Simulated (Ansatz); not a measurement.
Predict the output of the script below (Ansatz 0.2.0, Python API).

Script `b2f2h2_disp.py`:
```python
'''Dispersion corrections for B2F2H2(-).'''

import ansatz as az

BASIS = 'def2-SVP'
CHARGE = -1

GEOMETRY = '''
B    -0.88790   -0.11430   -0.34520
B     0.74790   -0.01060   -0.04270
F     1.57950   -1.18510   -0.16490
F     1.33520    1.25200    0.34140
H    -1.39310    0.95390   -0.19440
H    -1.38170   -0.89590    0.40580
'''


def main() -> None:
    molecule = az.Crystal.molecule()
    for line in GEOMETRY.strip().splitlines():
        symbol, *xyz = line.split()
        molecule = molecule.atom(symbol, [float(v) for v in xyz])

    setup = molecule.calculation().basis(gaussian=BASIS).charge(CHARGE).spin('collinear', total=1)
    for name in ['b3lyp', 'pbe0']:
        for correction in ('d3bj', 'd4'):
            r = setup.functional(name, dispersion=correction).run(threads=1).report
            print(f'{name:8s} {correction:5s} total {r["free_energy_ev"]:.5f} eV, of which dispersion {1000 * r["dispersion"]["energy"]["ev"]:.2f} meV')


if __name__ == '__main__':
    main()
```

```console
$ python b2f2h2_disp.py
b3lyp    d3bj  total -6815.89006 eV, of which dispersion -117.21 meV
b3lyp    d4    total -6815.91218 eV, of which dispersion -139.34 meV
pbe0     d3bj  total -6808.45390 eV, of which dispersion -56.54 meV
pbe0     d4    total -6808.46873 eV, of which dispersion -71.37 meV
```

Reading the output:
- Total energies depend on the basis set; only differences at equal settings carry meaning.
- The geometry is a force-field or estimated start, not a minimum of this method, and the basis set is short of its limit. D4 holds the three-body term, and d3bj doesn't.
- The run takes the species as open-shell (spin multiplicity 2), which needn't be its ground state.
- b3lyp holds the VWN-RPA fit, as in Gaussian; the form of ORCA and Turbomole is b3lyp5.
- Anions want diffuse functions, which this basis lacks.
- Run time: 9.9 s on 1 thread of Arm Neoverse V1, on a shared host, peak memory 0.2 GiB.
